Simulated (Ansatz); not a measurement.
# C2H6S2Zn: a ladder of functionals and wavefunction methods

How much do the methods differ for C2H6S2Zn? The plan is to run it at one geometry with functionals of several rungs and with coupled cluster, and see how far each lands from CCSD(T) at the basis-set limit for the atomisation energy.

Method: functionals in def2-TZVPP, the program's frozen cores in correlated methods; program: Ansatz 0.2.0, Gaussian basis.

Plan: LDA (SPW92), PBE-D4, revPBE-D4, BLYP-D4, r2SCAN-D4, B97M-V, PBE0-D4, B3LYP-D4, r2SCANh-D4, r2SCAN0-D4, HSE06-D4, BHLYP-D4, CAM-B3LYP-D4, LC-ωPBE, ωB97X-V, ωB97M-V, B2PLYP, PBE-QIDH; CCSD(T)/def2-SVP; CCSD(T)/def2-TZVPP; MP2/def2-QZVPP; extrapolation to the limit; RPA on PBE.

### Step 1. The geometry

The geometry comes from an earlier relaxation with PBE0-D4 in a triple-zeta def2 set; it is a stationary point, not always the lowest conformer.

SMILES `C[S][Zn][S]C`, 11 atoms, charge 0, spin multiplicity 1.

Atoms are counted from 1 here; the program's logs count them from 0.

Bond lengths: C1–S2 1.824 Å, C1–H6 1.089 Å, C1–H7 1.089 Å, C1–H8 1.090 Å, S2–Zn3 2.161 Å, Zn3–S4 2.161 Å, S4–C5 1.824 Å, C5–H9 1.090 Å, C5–H10 1.089 Å, C5–H11 1.089 Å. Angles: S2–C1–H6 111.7°, S2–C1–H7 111.8°, S2–C1–H8 106.3°, H6–C1–H7 109.9°, H6–C1–H8 108.5°, H7–C1–H8 108.5°, C1–S2–Zn3 102.4°, S2–Zn3–S4 179.2°, Zn3–S4–C5 102.4°, S4–C5–H9 106.3°, S4–C5–H10 111.7°, S4–C5–H11 111.8°, H9–C5–H10 108.5°, H9–C5–H11 108.5°, H10–C5–H11 109.9°.

Geometry (Å):

```xyz
11
charge 0, multiplicity 1
C    -1.4259    2.3301   -0.8756
S     0.1554    1.7793   -1.5995
Zn    0.2722   -0.2775   -0.9459
S     0.3977   -2.3427   -0.3213
C     1.3185   -2.2206    1.2489
H    -2.2677    1.7578   -1.2621
H    -1.4121    2.2795    0.2120
H    -1.5515    3.3717   -1.1712
H     1.4207   -3.2390    1.6237
H     2.3142   -1.8056    1.1013
H     0.7785   -1.6330    1.9897
```

### Step 2. LDA

This LDA is Slater exchange with PW92 correlation.

File in.yaml:

```yaml
crystal:
  periodic: [false, false, false]
  atoms:
    - {symbol: C, position_ang: [-1.425918, 2.330102, -0.875584]}
    - {symbol: S, position_ang: [0.155376, 1.779272, -1.599506]}
    - {symbol: Zn, position_ang: [0.272197, -0.277477, -0.945947]}
    - {symbol: S, position_ang: [0.397706, -2.342658, -0.321252]}
    - {symbol: C, position_ang: [1.318499, -2.220635, 1.248868]}
    - {symbol: H, position_ang: [-2.267657, 1.757771, -1.262107]}
    - {symbol: H, position_ang: [-1.412108, 2.279546, 0.212030]}
    - {symbol: H, position_ang: [-1.551499, 3.371718, -1.171222]}
    - {symbol: H, position_ang: [1.420718, -3.239049, 1.623708]}
    - {symbol: H, position_ang: [2.314215, -1.805567, 1.101340]}
    - {symbol: H, position_ang: [0.778491, -1.633033, 1.989661]}
basis:
  gaussian: {orbitals: def2-TZVPP}
hamiltonian: {xc: lda}
output: {orbitals: {seedname: orbitals}}
```

On the command line:

```console
$ ansatz run in.yaml --threads 2 --pin off --events-out ev --progress --plain --max-ram 32768MiB --backend cuda --devices 0, --max-vram 18GiB
```

Further steps of the session: PBE-D4 (GGA); revPBE-D4 (GGA); BLYP-D4 (GGA); r2SCAN-D4 (meta-GGA); B97M-V (meta-GGA); PBE0-D4 (hybrid); B3LYP-D4 (hybrid); r2SCANh-D4 (hybrid); r2SCAN0-D4 (hybrid); HSE06-D4 (hybrid); BHLYP-D4 (hybrid); CAM-B3LYP-D4 (range-separated); LC-ωPBE (range-separated); ωB97X-V (range-separated); ωB97M-V (range-separated); B2PLYP (double hybrid); PBE-QIDH (double hybrid); CCSD(T) in def2-SVP; CCSD(T) in def2-TZVPP; MP2 in def2-QZVPP; RPA on PBE orbitals.

Before running them: what should the planned runs give, taken together? Wanted: atomisation energy, CCSD(T)/CBS; farthest beyond LDA; mean size of error, GGA; mean size of error, meta-GGA; mean size of error, hybrid; mean size of error, range-separated; mean size of error, double hybrid; gap, smallest and largest; T1 diagnostic.

The runs gave:

| quantity | value |
| --- | --- |
| atomisation energy, CCSD(T)/CBS | 37.668 eV |
| functionals within 0.188 eV (0.5 %) | B97M-V, r2SCANh-D4, r2SCAN0-D4, CAM-B3LYP-D4, LC-ωPBE, ωB97M-V, PBE-QIDH |
| farthest beyond LDA | BHLYP-D4 (-1.110 eV) |
| mean size of error, GGA | 0.470 eV |
| mean size of error, meta-GGA | 0.225 eV |
| mean size of error, hybrid | 0.357 eV |
| mean size of error, range-separated | 0.146 eV |
| mean size of error, double hybrid | 0.325 eV |
| gap, smallest and largest | 3.93 eV (LDA (SPW92)), 10.72 eV (LC-ωPBE) |
| T1 diagnostic | 0.0134 |
| triples share of the correlation energy | 3.8 % |

In words: The LDA atomisation energy is off by 5.413 eV (14 %): it overbinds. PBE-D4 misses by +0.665 eV. Double hybrids carry the basis error of their MP2 part in triple zeta, and no dispersion term here, so their miss is partly the set-up's. Taken by rung, range-separated functionals do best (0.146 eV on average) and GGA ones worst beyond LDA (0.470 eV). The gap between the best rungs is small, so their order is not settled. The reference freezes the cores and leaves out relativity and excitations past (T), so misses under about 0.188 eV can't be ranked. Hartree-Fock recovers 73 % of the binding; the rest is correlation. CCSD(T) in def2-SVP is off by -2.495 eV, which most functionals beat. The gap grows from 3.9 to 10.7 eV across the functionals, mostly with the share of exact exchange. For Zn the d shell is correlated and the shells below it are frozen.
